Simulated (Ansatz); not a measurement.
**Indium, bcc: r²SCAN0 at the r²SCAN geometry**

Aim: see what exact exchange does to the levels, and what it costs. Spin polarisation is left out. The cell comes from an earlier r²SCAN relaxation. Exact exchange is dear, so the k-mesh is coarse, and r²SCAN is run on the same mesh for comparison.

Method: DFT, plane waves (500 eV) with PBE-made PAW files, scalar-relativistic; functionals as named at each step, in Ansatz 0.2.0.

## Step 1: The structure to begin with

It takes space group Im-3m (No. 229, cubic). Conventional cell: a = 3.764 Å, b = 3.764 Å, c = 3.764 Å, α = 90.00°, β = 90.00°, γ = 90.00°. Around In (site symmetry m-3m) lie 8 In at 3.26 Å.

Coordinates:

```cif
data_structure
_symmetry_space_group_name_H-M 'Im-3m'
_symmetry_Int_Tables_number 229
_cell_length_a 3.7643
_cell_length_b 3.7643
_cell_length_c 3.7643
_cell_angle_alpha 90.000
_cell_angle_beta 90.000
_cell_angle_gamma 90.000
_cell_volume 53.34
loop_
_atom_site_label
_atom_site_type_symbol
_atom_site_symmetry_multiplicity
_atom_site_Wyckoff_symbol
_atom_site_fract_x
_atom_site_fract_y
_atom_site_fract_z
_atom_site_occupancy
In1 In 2 a 0.00000 0.00000 0.00000 1
```

## Step 2: r²SCAN, coarse mesh

The run with r²SCAN.

input.yaml reads:

```yaml
crystal:
  lattice:
    - [-1.8821514374, 1.8821514374, 1.8821514374]
    - [1.8821514374, -1.8821514374, 1.8821514374]
    - [1.8821514374, 1.8821514374, -1.8821514374]
  atoms:
    - { symbol: In, position: [0.0, 0.0, 0.0] }
hamiltonian:
  xc: r2scan
  pseudopotentials:
    kind: paw
    azcp:
      In: "pseudopotentials/In.paw.azcp"
basis:
  ecutwfc: 500
  fft_grid_basis: typed
kpoints:
  mp_grid: { grid: [6, 6, 6], shift: [0, 0, 0] }
magnetization:
  spin_polarized: false
scf:
  occupations: { method: fermi_dirac, width: 0.1 }
```

The run is started by

```sh
$ ansatz run input.yaml --threads 4 --pin off --max-ram 8192MiB --backend cpu --events-out ev --progress --plain --runs-dir out
```

Standard output, shortened:

```text
Warning: RAYON_NUM_THREADS=4 ignored (pool sized by the plan → 4); use --threads N
[...]
Pseudopotentials: kind: paw
Pseudopotential: In, paw, valence charge 13, recommended cutoff 500 eV (meta_gga), <dir>
Functional definition: r2SCAN
[...]
Crystal: 1 atoms, lattice volume = 26.670 Å³
Basis set: ecut = 500 eV, 675 PW (Γ), exchange–correlation on 96×96×96 points (64 copies of the dense FFT grid, shifted against one another)
Bands: 11, of which v1, the nominal top of the filled ones, is band 7 counted from 1 (6 counted from 0)
Symmetry: 48 space group operations
Space group: Im-3m (ITA 229), of the structure as read, at distance tolerance 3.0e-5 Å
k-points: 16 of 216
[...]
SCF iter   1: F=—  HF=-5611.832158 eV  |F-HF|=—  |Δ(HF+E_count)|=         —  Δρ=8.03e-3  dr2=8.47e-3  dr2_τ=1.16e-3  ethr=1.77e-3  ⟨swp⟩=5.0  Hψ=1059  notcnv=0
[...]
SCF iter   6: F=-5611.834755 eV  HF=-5611.834755 eV  |F-HF|=3.27e-11  |Δ(HF+E_count)|=   1.07e-8  Δρ=4.98e-7  dr2=6.77e-11  dr2_τ=1.10e-11  ethr=2.51e-11  ⟨swp⟩=1.0  Hψ=514  notcnv=0
[...]
SCF converged after 6 iterations
Free energy (F): -5611.834755 eV
[...]
E sigma→0 (E₀):  -5611.829260 eV
Entropy (-TS):   -0.010990 eV (-10.990 meV/atom)
Fermi energy:    9.711172 eV
[...]
```

Run time: 0.48 s. Hardware: 4 threads of Arm Neoverse V1, shared host; peak memory 0.3 GiB.

## Step 3: r²SCAN0 on the coarse mesh

The run with r²SCAN0.

input.yaml, as its differences from that of step 2:

```diff
@@ -8,3 +8,3 @@
 hamiltonian:
-  xc: r2scan
+  xc: r2scan0
   pseudopotentials:
```

The run is started by

```sh
$ ansatz run input.yaml --threads 4 --pin off --max-ram 8192MiB --backend cpu --events-out ev --progress --plain --runs-dir out
```

Standard output, shortened:

```text
Warning: RAYON_NUM_THREADS=4 ignored (pool sized by the plan → 4); use --threads N
[...]
[... 2 set-up lines as earlier in the session ...]
Functional definition: r2SCAN0
[...]
Crystal: 1 atoms, lattice volume = 26.670 Å³
Basis set: ecut = 500 eV, 675 PW (Γ), exchange–correlation on 96×96×96 points (64 copies of the dense FFT grid, shifted against one another)
Bands: 11, of which v1, the nominal top of the filled ones, is band 7 counted from 1 (6 counted from 0)
[... 2 set-up lines as earlier in the session ...]
k-points: 16 of 216
[...]
SCF iter   1: F=—  HF=-5611.831561 eV  |F-HF|=—  |Δ(HF+E_count)|=         —  Δρ=8.30e-3  dr2=9.23e-3  dr2_τ=1.14e-3  ethr=1.77e-3  ⟨swp⟩=11.1  Hψ=915  notcnv=0
[...]
Frozen-core exchange: fock
[...]
hybrid outer 2: dexx = +1.248e-7 eV, tail = 1.41e-7 eV, Δε = 1.09e-3 eV (about 2.32e-4 eV left of the loop's levels)
hybrid SCF converged: 2 outer / 7 inner (+6 warm-up), last move |dexx| = 1.25e-7 eV, tail = 1.41e-7 eV
Stability not checked: this state was not tested for a lower state beside it, because the functional holds exact exchange (a hybrid, or Hartree-Fock), whose exchange loop this test does not read (fock_operator; see scf.lower_state_search)
Free energy (F): -5611.592736 eV
Frozen-core exchange: fock
[...]
E sigma→0 (E₀):  -5611.588528 eV
Entropy (-TS):   -0.008416 eV (-8.416 meV/atom)
Fermi energy:    9.856234 eV
[...]
--- Band table (eV; the first three rows and the last of 16) ---
  k-point 0: bands = ["-7.7190", "-7.7190", "-7.7190", "-7.4352", "-7.4352", "-1.5702", "22.7110", "22.7110", "22.7110"]
[...]
  guard bands above this table: 2 of the run's 11 bands. The solve was not asked for them (output.publish_guard_bands: true or output.eigenvalues: true publishes all)
```

It took 4.1 s on 4 threads of Arm Neoverse V1, shared host; peak memory 0.95 GiB.

## Step 4: The functionals compared

```
functional               gap on the mesh  Fermi energy (eV)  SCF cycles  exchange loops  CPU time
    r²SCAN  none (levels filled in part)              9.711           6               -     1.2 s
   r²SCAN0  none (levels filled in part)              9.856          13               2      12 s
```

## Step 5: Summary of results

| quantity | value |
| --- | --- |
| r²SCAN: gap | none (levels filled in part) |
| r²SCAN0: gap | none (levels filled in part) |
| r²SCAN0: SCF cycles, exchange loops | 13, 2 |
| r²SCAN0: CPU time over that of r²SCAN | 10 |
| r²SCAN0: relative to body-centred tetragonal | +29 meV/atom |

What this shows: Both r²SCAN and r²SCAN0 leave levels filled in part. The hybrid took 10 times as much CPU time as r²SCAN on the same settings. r²SCAN0 needed 2 outer loops of the exchange operator. To compare with dense-mesh energies, the change of r²SCAN from this mesh and smearing to its dense run (+33.6 meV/atom, from a run not shown) is added. Under r²SCAN0 it lies 29 meV/atom above body-centred tetragonal (computed apart in the same way); on such meshes a few tens of meV are uncertain for metals. The total energies in the logs cannot be compared from one functional to another.
